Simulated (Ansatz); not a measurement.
# HfN (F-43m): convergence test of the k-point mesh

How fine a k-point mesh does HfN (F-43m) need? The task is a convergence test of the k-point mesh, for HfN (F-43m).

Computed with Ansatz 0.2.0 through its Python package. Level of theory: DFT PBEsol, plane waves, PAW.

## 1. Starting point

Symmetry: F-43m, No. 216, cubic system. Conventional cell: a = 4.910 Å, b = 4.910 Å, c = 4.910 Å, α = 90.00°, β = 90.00°, γ = 90.00°. Around Hf (site symmetry -43m) lie 4 N at 2.13 Å. Around N (site symmetry -43m) lie 4 Hf at 2.13 Å.

The script reads POSCAR:

```text
HfN
1.0
   0.00000000    2.45482200    2.45482200
   2.45482200    0.00000000    2.45482200
   2.45482200    2.45482200    0.00000000
Hf N
1 1
Direct
   0.00000000    0.00000000    0.00000000
   0.75000000    0.75000000    0.75000000
```

## 2. Script

File hfn.py:

```python
'''Convergence of HfN with the k-point mesh.'''

import warnings

import ansatz as az
from ase.io import read

XC = 'PBEsol'
SIGMA = 0.15
MIXING_BETA = 0.5

warnings.simplefilter('ignore', az.DeckWarning)

atoms = read('POSCAR', format='vasp')
crystal = az.Crystal.from_ase(atoms)

calculation = crystal.calculation()
calculation = calculation.functional(XC)
calculation = calculation.basis(18 * az.Ha).occupations(az.OccupationsMethod.METHFESSEL_PAXTON, width=SIGMA)
calculation = calculation.mixing('anderson', beta=MIXING_BETA)
calculation = calculation.scf(lower_state_search='light').stress()

rows = []
for value in [(3, 3, 3), (4, 4, 4), (5, 5, 5), (6, 6, 6), (8, 8, 8), (10, 10, 10)]:
    data = calculation.kpoints(mesh=value).run(threads=1, backend='cpu').report
    rows.append((value, data['free_energy_ev'] / len(data['lattice']['sites']), data['n_iterations'], sum(data['stress_gpa'][i][i] for i in range(3)) / 3, data['n_kpoints']))

print('        mesh   F/atom (eV)    iterations       P (GPa)      k-points')
for row in rows:
    print(f'{str(row[0]):>12s}  {row[1]:12.5f}  {row[2]:12d}  {row[3]:12.3f}  {row[4]:12d}')

# differences from the last row
for row in rows[:-1]:
    shift = 1000 * (row[1] - rows[-1][1])
    print(f'{row[0]}: {shift:+.2f} meV/atom' + ('  (within 5 meV)' if abs(shift) < 5 else ''))
```

## 3. The input behind the calls

The package turns the script's settings into the engine's input (first run):

```yaml
crystal:
  lattice:
    - [0.0, 2.454822, 2.454822]
    - [2.454822, 0.0, 2.454822]
    - [2.454822, 2.454822, 0.0]
  atoms:
    - { symbol: Hf, position: [0.0, 0.0, 0.0] }
    - { symbol: "N", position: [0.75, 0.75, 0.75] }
basis:
  ecutwfc: 489.804952427784
kpoints:
  mp_grid:
    grid: [3, 3, 3]
hamiltonian:
  xc: pbesol
scf:
  lower_state_search: light
  mixing:
    algorithm: anderson
    beta: 0.5
  occupations:
    method: methfessel_paxton
    width: 0.15
output:
  stress: true
```

## 4. The run

Command:

```console
$ python hfn.py
```

Log:

```text
        mesh   F/atom (eV)    iterations       P (GPa)      k-points
   (3, 3, 3)   -7989.82133             9        -6.189             4
   (4, 4, 4)   -7989.75542             6        -4.125             8
   (5, 5, 5)   -7989.74847             7        -4.666            10
   (6, 6, 6)   -7989.78525             6        -5.163            16
   (8, 8, 8)   -7989.78548             9        -5.254            29
(10, 10, 10)   -7989.78347             9        -4.985            47
(3, 3, 3): -37.86 meV/atom
(4, 4, 4): +28.05 meV/atom
(5, 5, 5): +35.00 meV/atom
(6, 6, 6): -1.78 meV/atom  (within 5 meV)
(8, 8, 8): -2.01 meV/atom  (within 5 meV)
```

Run time: 13 s. Hardware: 1 thread of Arm Neoverse V1, shared host; peak memory 0.43 GiB.

## 5. Inputs of later runs

The engine's inputs for some of the other runs:

Run 2, against run 1:

```diff
@@ -13 +13 @@
-    grid: [3, 3, 3]
+    grid: [4, 4, 4]
```

Run 3, against run 1:

```diff
@@ -13 +13 @@
-    grid: [3, 3, 3]
+    grid: [5, 5, 5]
```

Run 6, against run 1:

```diff
@@ -13 +13 @@
-    grid: [3, 3, 3]
+    grid: [10, 10, 10]
```

## 6. Run by run

The 6 runs, in the order started:

```
run        k mesh  energy from run 6 (meV/atom)  pressure (GPa)  SCF cycles  CPU time (s)
  1     [3, 3, 3]                        -37.86           -6.19           9          0.73
  2     [4, 4, 4]                         28.05           -4.12           6          0.65
  3     [5, 5, 5]                         35.00           -4.67           7          0.99
  4     [6, 6, 6]                         -1.78           -5.16           6           1.2
  5     [8, 8, 8]                         -2.01           -5.25           9           2.8
  6  [10, 10, 10]                          0.00           -4.99           9           4.4
```

Energies are free energies F = E - TS of the smeared occupations. 

## 7. What came out

```
                              quantity           value
                         runs compared               6
       last run but one, from the last  -2.01 meV/atom
within 5 meV/atom of the last run from       [6, 6, 6]
```

**Reading.** From 6×6×6 on it stays within 5 meV an atom of the value at 10×10×10; the first row (3×3×3) is off by 37.9 meV and the last but one by 2.01 meV. It goes up and down, since the sum over k-points isn't variational. The pressure moves from -6.19 to -4.99 GPa. What to keep in mind:
- No spin polarisation was allowed.
- Pressure is positive in compression.
- Spin-orbit coupling, which matters for elements this heavy, is left out.
- This cell is a computed structure, which may not be the phase found in nature.
- Shifts are counted from the finest mesh, which is itself no proven limit.
